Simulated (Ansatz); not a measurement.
**HfI3: densities and their differences**

For HfI3 at its listed geometry, this session asks how the density differs from that of free atoms, which states sit where, where a hole goes and how compression changes the bonding charge.

Program: Ansatz 0.2.0. Level of theory: DFT r2SCAN, scalar-relativistic, plane waves, PAW. These are calculated values, not measurements.

## Step 1: The starting structure

It takes space group P6_3/mcm (No. 193, hexagonal). Conventional cell: a = 7.628 Å, b = 7.628 Å, c = 6.469 Å, α = 90.00°, β = 90.00°, γ = 120.00°. Around Hf (site symmetry -3m) lie 6 I at 2.89 Å and 2 Hf at 3.23 Å. I (site symmetry m2m) is surrounded by 2 Hf at 2.89 Å.

As a file:

```xyz
8
Lattice="7.6280 0.0000 0.0000 -3.8140 6.6060 0.0000 0.0000 0.0000 6.4695" Properties=species:S:1:pos:R:3 pbc="T T T"
Hf    0.0000    0.0000    0.0000
Hf    0.0000    0.0000    3.2347
I     2.3910    0.0000    1.6174
I     5.2370    0.0000    4.8521
I    -1.1955    2.0707    1.6174
I     1.1955    2.0707    4.8521
I    -2.6185    4.5353    4.8521
I     2.6185    4.5353    1.6174
```

The structure comes from the Materials Project (structure only).

## Step 2: Ground state at the listed geometry

Input file input.yaml:

```yaml
crystal:
  lattice:
    - [7.6279619671, 0.0, 0.0]
    - [-3.8139809835, 6.6060088426, 0.0]
    - [0.0, 0.0, 6.46947118]
  atoms:
    - { symbol: Hf, position: [0.0, 0.0, 0.0] }
    - { symbol: Hf, position: [0.0, 0.0, 0.5] }
    - { symbol: I, position: [0.31345303, 0.0, 0.25] }
    - { symbol: I, position: [0.68654697, 0.0, 0.75] }
    - { symbol: I, position: [0.0, 0.31345303, 0.25] }
    - { symbol: I, position: [0.31345303, 0.31345303, 0.75] }
    - { symbol: I, position: [0.0, 0.68654697, 0.75] }
    - { symbol: I, position: [0.68654697, 0.68654697, 0.25] }
basis:
  ecutwfc: 500
  fft_grid_basis: typed
kpoints:
  mp_grid: { grid: [6, 6, 4] }
hamiltonian:
  xc: r2scan
scf:
  occupations: { method: gaussian, width: 0.05 }
output:
  forces: true
  stress: true
  eigenvalues: true
  bader: true
  write_density: true
  volumetric_format: npy
  elf: true
```

Command:

```
$ ansatz run input.yaml --threads 2 --pin off --max-ram 4096MiB --backend cpu --events-out ev --progress --plain --runs-dir out
```

## Step 4: Densities by energy window

The windows are set from the levels of the base run, in eV from its Fermi level.

Edit input.yaml of step 2 so:

```diff
@@ -23,9 +23,27 @@
   occupations: { method: gaussian, width: 0.05 }
+  n_extra_bands: 8
 output:
   forces: true
-  stress: true
+  stress: false
   eigenvalues: true
-  bader: true
-  write_density: true
+  bader: false
+  write_density: false
   volumetric_format: npy
-  elf: true
+  band_densities:
+    - { e_range: [-0.25, 0.25] }
+    - { e_range: [-1.2, 0.0] }
+    - { e_range: [0.0, 1.2] }
+    - { e_range: [-5.82, -2.75] }
+    - { e_range: [-7.1, -6.21] }
+    - { e_range: [-15.48, -14.16] }
+  dos:
+    e_range: [-30, 8]
+    de: 0.02
+    method: { smearing: { sigma: 0.03, scheme: gaussian } }
+    projected: { site_lists: { Hf: [Hf], I: [I] } }
+checkpoint:
+  read: start.run
+  write: ck
+  compress: false
+  write_wavefunctions: false
+  write_every: 100000
```

## Step 5: Removing 0.5 electron a cell

A uniform background keeps the cell neutral, and the atoms stay fixed.

Edit input.yaml of step 2 so:

```diff
@@ -14,2 +14,3 @@
     - { symbol: I, position: [0.68654697, 0.68654697, 0.25] }
+total_charge: 0.5
 basis:
@@ -30,2 +31 @@
   volumetric_format: npy
-  elf: true
```

## Step 6: The cell at 94 % of its volume

Fractional coordinates and the k mesh are kept.

Edit input.yaml of step 2 so:

```diff
@@ -2,5 +2,5 @@
   lattice:
-    - [7.6279619671, 0.0, 0.0]
-    - [-3.8139809835, 6.6060088426, 0.0]
-    - [0.0, 0.0, 6.46947118]
+    - [7.4722455808, 0.0, 0.0]
+    - [-3.7361227903, 6.4711544963, 0.0]
+    - [0.0, 0.0, 6.3374040987]
   atoms:
```

(Steps that only read results are left out.)

**Question.** What will these runs give? Wanted: gap on the mesh; pressure; Bader charges; the states at the Fermi level; at 94 % volume.

As calculated:

```
                     quantity                                                 value
              gap on the mesh                                          none (metal)
                     pressure                                               0.2 GPa
                Bader charges                                   Hf +1.70, I -0.57 e
the states at the Fermi level                          Hf 5d (75 %) and I 5p (25 %)
               at 94 % volume  3.0 GPa, gap none (metal), Bader Hf +1.69, I -0.56 e
```

In words: In space (atomic cells sized by Bader volumes, not orbital character) the change of density that the hole brings, screening included, divides as I about 80 % and Hf about 20 %; this need not match the band edge's orbital character. Hf–I goes from 2.89 to 2.83 Å with the volume, and the deformation density at its midpoint stays at +0.06 e/Å³. Spin-orbit coupling is left out for Hf, I.
